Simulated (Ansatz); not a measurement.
**BH₇N₂OSn: small, medium and large basis sets**

An exercise on one series of results from a longer session: the logs are not shown, and one member is left open.

Program: Ansatz 0.2.0, Gaussian basis. Level of theory: one geometry, several basis sets. These are calculated values, not measurements.

The runs, in order: PBE0-D4/def2-SVP; ωB97M-V/def2-SVP; PBE0-D4/def2-QZVPP; ωB97M-V/def2-QZVPP; the functionals' def2-TZVPP values are taken from earlier runs.

## Structure used throughout

An earlier PBE0-D4 in a triple-zeta def2 set relaxation fixed the geometry. Sn takes the def2 core potential; no spin-orbit term is included.

SMILES `B[NH][SnH]([NH2])[OH]`, 12 atoms, charge 0, spin multiplicity 1.

Atoms are counted from 1 here; the program's logs count them from 0.

Bond lengths: B1–N2 1.389 Å, B1–H6 1.205 Å, B1–H7 1.199 Å, N2–Sn3 2.050 Å, N2–H8 1.010 Å, Sn3–N4 2.007 Å, Sn3–O5 1.948 Å, Sn3–H9 1.700 Å, N4–H10 1.011 Å, N4–H11 1.011 Å, O5–H12 0.962 Å. Angles: N2–B1–H6 119.4°, N2–B1–H7 120.7°, H6–B1–H7 120.0°, B1–N2–Sn3 125.3°, B1–N2–H8 117.6°, Sn3–N2–H8 117.2°, N2–Sn3–N4 114.8°, N2–Sn3–O5 103.8°, N2–Sn3–H9 110.1°, N4–Sn3–O5 105.3°, N4–Sn3–H9 109.5°, O5–Sn3–H9 113.1°, Sn3–N4–H10 114.1°, Sn3–N4–H11 115.2°, H10–N4–H11 108.6°, Sn3–O5–H12 111.1°.

The first run:

File in.yaml:

```yaml
crystal:
  periodic: [false, false, false]
  atoms:
    - {symbol: B, position_ang: [-2.067096, -0.018074, -0.156954]}
    - {symbol: N, position_ang: [-0.986696, -0.743340, 0.329967]}
    - {symbol: Sn, position_ang: [0.905726, -0.005855, 0.604820]}
    - {symbol: N, position_ang: [2.167186, -0.335166, -0.921020]}
    - {symbol: O, position_ang: [0.650452, 1.924904, 0.652535]}
    - {symbol: H, position_ang: [-1.916865, 1.140769, -0.449799]}
    - {symbol: H, position_ang: [-3.141592, -0.534648, -0.287355]}
    - {symbol: H, position_ang: [-1.143350, -1.712111, 0.569625]}
    - {symbol: H, position_ang: [1.573726, -0.627430, 2.039601]}
    - {symbol: H, position_ang: [1.828122, -0.007909, -1.815992]}
    - {symbol: H, position_ang: [2.476709, -1.292216, -1.024308]}
    - {symbol: H, position_ang: [-0.269419, 2.155876, 0.492983]}
basis:
  gaussian: {orbitals: def2-SVP}
hamiltonian: {xc: pbe0, dispersion: d4}
output: {orbitals: {seedname: orbitals}}
```

Steps of the session up to this table: PBE0-D4 in def2-SVP; ωB97M-V in def2-SVP; PBE0-D4 in def2-QZVPP; ωB97M-V in def2-QZVPP.

One table of the session follows, with a row left open; its other results are not shown here.

It belongs to the step «Functionals by basis». 

```
functional       basis  HOMO (eV)  LUMO (eV)
   PBE0-D4    def2-SVP      -7.38      -0.07
   PBE0-D4  def2-TZVPP      -7.60      -0.41
   PBE0-D4  def2-QZVPP      -7.64      -0.52
   ωB97M-V    def2-SVP      -9.73       1.89
   ωB97M-V  def2-TZVPP      -9.96       1.29
   ωB97M-V  def2-QZVPP          ?          ?
```

Q: Estimate the row for ωB97M-V, def2-QZVPP from the others.

The run gave: HOMO (eV): -10.00; LUMO (eV): 0.91. In the column «HOMO (eV)» it is the lowest.
